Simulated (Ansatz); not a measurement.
# Cl2GeH5NO: the cost of one run

All numbers below are computed with Ansatz 0.2.0 (RKS PBE/def2-SVP).

### Step 1. The starting structure

Bond lengths: Ge1–Cl3 2.220 Å, Ge1–O4 1.769 Å, O4–H5 1.010 Å, Ge1–Cl6 2.218 Å, Ge1–N7 2.210 Å, N7–H8 1.060 Å, N7–H9 1.060 Å. Angles: Cl3–Ge1–O4 109.5°, Cl3–Ge1–Cl6 109.5°, Cl3–Ge1–N7 67.2°, O4–Ge1–Cl6 109.5°, O4–Ge1–N7 176.6°, Cl6–Ge1–N7 72.8°, Ge1–O4–H5 109.5°, Ge1–N7–H8 120.0°, Ge1–N7–H9 120.0°, H8–N7–H9 120.0°.

As a file:

```xyz
10

Ge    0.0000    0.0000    0.0000
H     0.0000    0.0000    1.9000
Cl    2.0935    0.0000   -0.7393
O    -0.8337    1.4443   -0.5894
H    -1.7915    1.2136   -0.8118
Cl   -1.0456   -1.8115   -0.7393
N     1.1535   -1.7516    0.6969
H     0.7143   -2.7162    0.6800
H     2.1458   -1.6271    1.0480
H     0.5635   -0.8556    1.8310
```

### Step 2. Pulling towards end A

Springs on the bonds that form and break draw the guess towards this end; the thresholds are loose.

input.yaml

```yaml
crystal:
  periodic: [false, false, false]
  atoms:
    - { symbol: Ge, position_ang: [0.0, 0.0, 0.0] }
    - { symbol: H, position_ang: [0.0, 0.0, 1.9] }
    - { symbol: Cl, position_ang: [2.0935, 0.0, -0.7393] }
    - { symbol: O, position_ang: [-0.8337, 1.4443, -0.5894] }
    - { symbol: H, position_ang: [-1.7915, 1.2136, -0.8118] }
    - { symbol: Cl, position_ang: [-1.0456, -1.8115, -0.7393] }
    - { symbol: "N", position_ang: [1.1535, -1.7516, 0.6969] }
    - { symbol: H, position_ang: [0.7143, -2.7162, 0.68] }
    - { symbol: H, position_ang: [2.1458, -1.6271, 1.048] }
    - { symbol: H, position_ang: [0.5635, -0.8556, 1.831] }
basis:
  gaussian: { orbitals: def2-SVP }
hamiltonian:
  xc: pbe
relax:
  f_tol: 0.15
  max_steps: 25
  restrain:
    - { distance: [0, 6], at: 3.11, k: 30.0 }
    - { distance: [9, 1], at: 1.86, k: 30.0 }
    - { distance: [0, 1], at: 1.55, k: 30.0 }
    - { distance: [9, 6], at: 1.06, k: 30.0 }
output:
  orbitals: {}
```

Run with:

```
$ ansatz run input.yaml --threads 4 --pin off --max-ram 5120MiB --backend cpu --events-out ev --progress --plain --runs-dir out
```

What time and memory should one allow on 4 threads of Arm Neoverse V2, shared host?

About 21 s, with a peak of 0.19 GiB.
